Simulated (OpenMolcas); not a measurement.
# C2HClFIn (SMILES C#[C][In]([F])[Cl]): levels of theory compared

We compute a comparison of 6 runs (HF/3-21G, B3LYP/def2-SVP, BHLYP/def2-SVP, PBE0/def2-SVP, revPBE/def2-SVP, MP2/def2-SVP) of C2HClFIn. 

The calculation is run with OpenMolcas 26.06.

**1. The structure to begin with**

The species is C2HClFIn (6 atoms), meant as a singlet with charge 0. As SMILES, `C#[C][In]([F])[Cl]`. The shape is that of a PBE0-D4/def2-TZVP optimisation.

Bond lengths: C1–C2 1.206 Å, C2–In3 2.048 Å, In3–F4 1.933 Å, In3–Cl5 2.293 Å, C1–H6 1.067 Å. Angles: C1–C2–In3 179.4°, C2–In3–F4 120.7°, C2–In3–Cl5 127.6°, F4–In3–Cl5 111.7°, C2–C1–H6 179.8°.

**2. Energy and gradient at HF/3-21G (run 1)**

Input file input.xyz:

```xyz
6

C      1.088300     0.340300     1.700800
C      0.438900     0.120100     0.708700
In    -0.655800    -0.235700    -0.984700
F     -1.773600    -1.806600    -1.123700
Cl    -0.759200     1.049500    -2.880900
H      1.661500     0.532400     2.579900
```

Input file test.input:

```
&gateway
  baslib=$CurrDir
  coord=input.xyz
  basis=3-21G
  group=NoSym

&seward

&scf
  thresholds=1e-10 1e-07 1e-07 1e-05
  prorbitals=1 1

&alaska
```

The basis set 3-21G is read from a file made from the Basis Set Exchange's data (not shown).

On the command line:

```console
$ export MOLCAS_MEM=1860
$ pymolcas test.input > test.log
```

Standard output:

```text
--- Start Module: gateway ---
[...]
--- Stop Module: gateway /rc=_RC_ALL_IS_WELL_ ---
[...]
      Basis functions           73
[...]
--- Start Module: scf ---
[...]
       Convergence after  16 Iterations
[...]
::    Total SCF energy                              -6346.8899182465
[...]
      Total spin, S                                     0.0000000000
[...]
      Total electronic charge=   88.000000
      Total            charge=   -0.000000
[...]
      Dipole Moment (debye):
      Origin of the operator (angstrom)=   -0.5962   -0.0962   -1.0508
                   X=  2.1345E+00               Y=  5.2376E-01               Z=  3.5246E+00           Total=  4.1538E+00
      Quadrupole Moment (debye*angstrom):
[...]
--- Stop Module: scf /rc=_RC_ALL_IS_WELL_ ---
[...]
--- Start Module: alaska ---
[...]
 *              Molecular gradients               *
 **************************************************
  Irreducible representation: a
 ------------------------------------------------------------------------------------------
                              X                       Y                       Z
 ------------------------------------------------------------------------------------------
  C1                4.85678680150770E-03    1.71624704614270E-03    7.26618213030861E-03
  C2               -1.75150723037136E-02   -6.60641212800406E-03   -2.58383441561714E-02
  IN3               1.55626098498045E-02    3.54965187068652E-02   -1.60174882184787E-02
  F4               -9.82352883093185E-03   -1.32665637338647E-02   -1.92873294036167E-03
  CL5               5.95696982789828E-04   -1.95030216226293E-02    2.68550975035780E-02
  H6                6.32350750052968E-03    2.16323173144373E-03    9.66328568106611E-03
 ------------------------------------------------------------------------------------------
--- Stop Module: alaska /rc=_RC_ALL_IS_WELL_ ---
[...]
```

Run time: 4.5 s. Hardware: 1 thread of Intel Xeon 6975P-C (Granite Rapids), shared host; peak memory 0.42 GiB.

**3. Energy and gradient at B3LYP/def2-SVP (core potential) (run 2)**

input.xyz is that of step 2.

Input file calc.inp:

```
>>> EXPORT MOLCAS_PRINT=2
&GATEWAY
BasLib=$CurrDir
Coord=input.xyz
Basis=def2-SVP
Group=NoSym
&SEWARD
GridInput
Grid=UltraFine
End of Grid
&SCF
KSDFT=B3LYP
Thresholds=1e-10 1e-07 1e-07 1e-05
PrOrbitals=1 2
&ALASKA
```

The basis set def2-SVP is read from a file made from the Basis Set Exchange's data (not shown).

On the command line:

```console
$ export MOLCAS_MEM=1860
$ pymolcas calc.inp > calc.log
```

Standard output:

```text
--- Start Module: gateway ---
[...]
--- Stop Module: gateway /rc=_RC_ALL_IS_WELL_ ---
[...]
      Basis functions           91
[...]
--- Start Module: scf ---
[...]
       Convergence after  20 Iterations
[...]
::    Total KS-DFT energy                            -826.7813114236
[...]
      Total spin, S                                     0.0000000000
[...]
      Total electronic charge=   60.000000
      Total            charge=   -0.000000
[...]
      Dipole Moment (debye):
      Origin of the operator (angstrom)=   -0.5962   -0.0962   -1.0508
                   X=  1.8791E+00               Y=  1.1761E+00               Z=  2.1617E+00           Total=  3.0963E+00
      Quadrupole Moment (debye*angstrom):
[...]
--- Stop Module: scf /rc=_RC_ALL_IS_WELL_ ---
[...]
--- Start Module: alaska ---
[...]
 *              Molecular gradients               *
 **************************************************
  Irreducible representation: a
 ------------------------------------------------------------------------------------------
                              X                       Y                       Z
 ------------------------------------------------------------------------------------------
  C1               -9.42461718899956E-03   -3.14022351394305E-03   -1.44953357270232E-02
  C2                8.48897251245917E-03    2.59367812028658E-03    1.33594000119146E-02
  IN3              -2.35104995249702E-03    3.47576436186436E-04   -5.10644826905882E-03
  F4                6.71672425822400E-03    9.49443366406655E-03    7.64533642528265E-04
  CL5               4.08940643262135E-04   -8.01758591229174E-03    1.13646777807226E-02
  H6               -3.83897027242330E-03   -1.27787879425512E-03   -5.88682743900826E-03
 ------------------------------------------------------------------------------------------
--- Stop Module: alaska /rc=_RC_ALL_IS_WELL_ ---
[...]
```

It took 21 s on 1 thread of Intel Xeon 6975P-C (Granite Rapids), shared host; peak memory 0.5 GiB.

Runs 3 to 5 aren't shown in full; the table further down has their settings and results.

**4. The energy at MP2/def2-SVP (core potential) (run 6)**

Input file calc.inp:

```
* C2HClFIn MP2
>>> EXPORT MOLCAS_PRINT=2
&GATEWAY
BasLib=$CurrDir
Coord
6
angstrom
C        1.088300       0.340300       1.700800
C        0.438900       0.120100       0.708700
In      -0.655800      -0.235700      -0.984700
F       -1.773600      -1.806600      -1.123700
Cl      -0.759200       1.049500      -2.880900
H        1.661500       0.532400       2.579900
Basis=def2-SVP
Group=NoSym
&SEWARD
&SCF
Thresholds=1e-10 1e-07 1e-07 1e-05
PrOrbitals=1 2
&MBPT2
Frozen=12
```

The basis set def2-SVP is read from a file made from the Basis Set Exchange's data (not shown).

On the command line:

```console
$ export MOLCAS_MEM=1860
$ pymolcas calc.inp > calc.log
```

Standard output:

```text
--- Start Module: gateway ---
[...]
--- Stop Module: gateway /rc=_RC_ALL_IS_WELL_ ---
[...]
      Basis functions           91
[...]
--- Start Module: scf ---
[...]
       Convergence after  15 Iterations
[...]
::    Total SCF energy                               -824.1938566857
[...]
      Total spin, S                                     0.0000000000
[...]
      Total electronic charge=   60.000000
      Total            charge=   -0.000000
[...]
      Dipole Moment (debye):
      Origin of the operator (angstrom)=   -0.5962   -0.0962   -1.0508
                   X=  2.2126E+00               Y=  1.3629E+00               Z=  2.5741E+00           Total=  3.6577E+00
      Quadrupole Moment (debye*angstrom):
[...]
--- Stop Module: scf /rc=_RC_ALL_IS_WELL_ ---
[...]
--- Start Module: mbpt2 ---
[...]
WARNING!
Default frozen orbitals as non valence orbitals is overwritten by user input.
Default values:   8
[...]
       Reference weight ( Cref**2 )         =        0.81732
::    Total MBPT2 energy                             -824.8365174568
[...]
      Total MBPT2 calculations                           0.27      0.31
--- Stop Module: mbpt2 /rc=_RC_ALL_IS_WELL_ ---
[...]
```

It took 6.3 s on 1 thread of Intel Xeon 6975P-C (Granite Rapids), shared host; peak memory 0.5 GiB.

**5. Overview of the runs**

```
run                             level  integration grid      task   energy (Eh)  dipole moment (D) of the reference  HOMO energy (eV)  LUMO energy (eV)  wall time
  1                          HF/3-21G                 –  gradient  -6346.889918                                4.15            -11.67              0.87      4.5 s
  2   B3LYP/def2-SVP (core potential)         UltraFine  gradient   -826.781311                                3.10             -8.57             -2.10       21 s
  3   BHLYP/def2-SVP (core potential)         UltraFine  gradient   -826.540893                                3.35             -9.96             -1.15       18 s
  4    PBE0/def2-SVP (core potential)         UltraFine  gradient   -826.360887                                3.20             -8.90             -1.88       19 s
  5  revPBE/def2-SVP (core potential)         UltraFine  gradient   -826.612593                                2.93             -7.52             -2.55       21 s
  6     MP2/def2-SVP (core potential)                 –    energy   -824.836517                                3.66            -11.69              0.90      6.3 s
```

**6. Results**

| quantity | value |
| --- | --- |
| run 6: total energy | -824.83652 Eh |
| run 6: dipole moment (mean-field density) | 3.66 D |
| run 6: HOMO energy (Hartree–Fock orbitals) | -11.69 eV |
| run 6: LUMO energy (Hartree–Fock orbitals) | 0.90 eV |
| run 6: HOMO–LUMO gap (Hartree–Fock orbitals) | 12.60 eV |
| run 6: correlation energy (12 core orbitals frozen) | -642.7 mEh |

What this shows: Over runs 1, 2, 3, 4, 5 the dipole moment (its size) runs from 2.93 D (revPBE/def2-SVP) to 4.15 D (HF/3-21G). The two ends differ in method and basis and core potential. Over runs 1, 2, 3, 4, 5 the HOMO–LUMO gap runs from 4.96 eV (revPBE/def2-SVP) to 12.55 eV (HF/3-21G). Totals of different functionals can't be ranked against each other. Some runs of one species differ in core potentials or relativity; totals across that change don't compare. In run 1 relativity is left out where basis or elements ask for it. All runs together took 90 s, the longest 21 s.
